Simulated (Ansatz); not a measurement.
# Ga4SbAs3: the cell at several levels of theory

Aim: relax an ordered 8-atom cell of Ga4SbAs3 on the zincblende lattice (Pmm2) with PBE and r2SCAN and see how far the functionals disagree on the cell. This is a trial cell built on a prototype, not taken from a measured structure, and it needn't be the compound's ground state.

The runs shown are made with Ansatz 0.2.0. PAW datasets, plane waves, zero pressure. Simulation only: spin-unpolarised, and no claim that this is the phase found in nature.

## Step 1: The system as given

This is the cell as the run starts from it, not yet at rest; its lengths are not the crystal's.

The symmetry is Pmm2 (No. 25, orthorhombic); a = 3.968 Å, b = 7.935 Å, c = 5.611 Å in the conventional setting, 22.08 Å³ an atom. Near As stand 4 Ga at 2.43 Å; near Ga stand 3 As at 2.43 Å and 1 Sb at 2.43 Å; near Ga stand 4 As at 2.43 Å; near Sb stand 4 Ga at 2.43 Å.

As a file:

```
As Ga Sb
1.0
     3.96756    0.00000    0.00000
     0.00000    7.93512    0.00000
     0.00000    0.00000    5.61098
As Ga Sb
3 4 1
Direct
  0.00000 0.25000 0.00000
  0.50000 0.00000 0.50000
  0.00000 0.75000 0.00000
  0.50000 0.25000 0.75000
  0.00000 0.00000 0.25000
  0.50000 0.75000 0.75000
  0.00000 0.50000 0.25000
  0.50000 0.50000 0.50000
```

## Step 2: Relaxation with PBE

The input, input.yaml:

```yaml
crystal:
  lattice:
    - [3.9675610109, 0.0, 0.0]
    - [0.0, 7.9351220217, 0.0]
    - [0.0, 0.0, 5.6109785911]
  atoms:
    - { symbol: As, position: [0.0, 0.25, 0.0] }
    - { symbol: Ga, position: [0.5, 0.25, 0.75] }
    - { symbol: As, position: [0.5, 0.0, 0.5] }
    - { symbol: Ga, position: [0.0, 0.0, 0.25] }
    - { symbol: As, position: [0.0, 0.75, 0.0] }
    - { symbol: Ga, position: [0.5, 0.75, 0.75] }
    - { symbol: Sb, position: [0.5, 0.5, 0.5] }
    - { symbol: Ga, position: [0.0, 0.5, 0.25] }
kpoints:
  mp_grid: { grid: [6, 4, 4] }
hamiltonian:
  xc: pbe
scf:
  occupations: { method: fermi_dirac, width: 0.02 }
relax:
  f_tol: 0.005
  cell: {}
output:
  write_density: true
  write_potential: true
  elf: true
  volumetric_format: npy
```

Command:

```console
$ ansatz run input.yaml --threads 4 --pin off --max-ram 6451MiB --backend cpu --events-out ev --progress --plain --runs-dir out
```

After this run come: Relaxing with r2SCAN.

Q: Predict the outcome of this session. Wanted: for each run, a; b; c; volume; space group; SCF geometries.

**Answer**, as computed:

| level | a (Å) | b (Å) | c (Å) | volume (Å³/atom) | space group | SCF geometries |
| --- | --- | --- | --- | --- | --- | --- |
| PBE | 4.149 | 8.304 | 5.857 | 25.222 | Pmm2 | 6 |
| r2SCAN | 4.094 | 8.187 | 5.773 | 24.188 | Pmm2 | 6 |

The first relaxation changed the volume by +14.2 % from the start. r2SCAN gives the smallest cell and PBE the largest; they differ by 4.3 % in volume, a mean of 1.4 % in length.
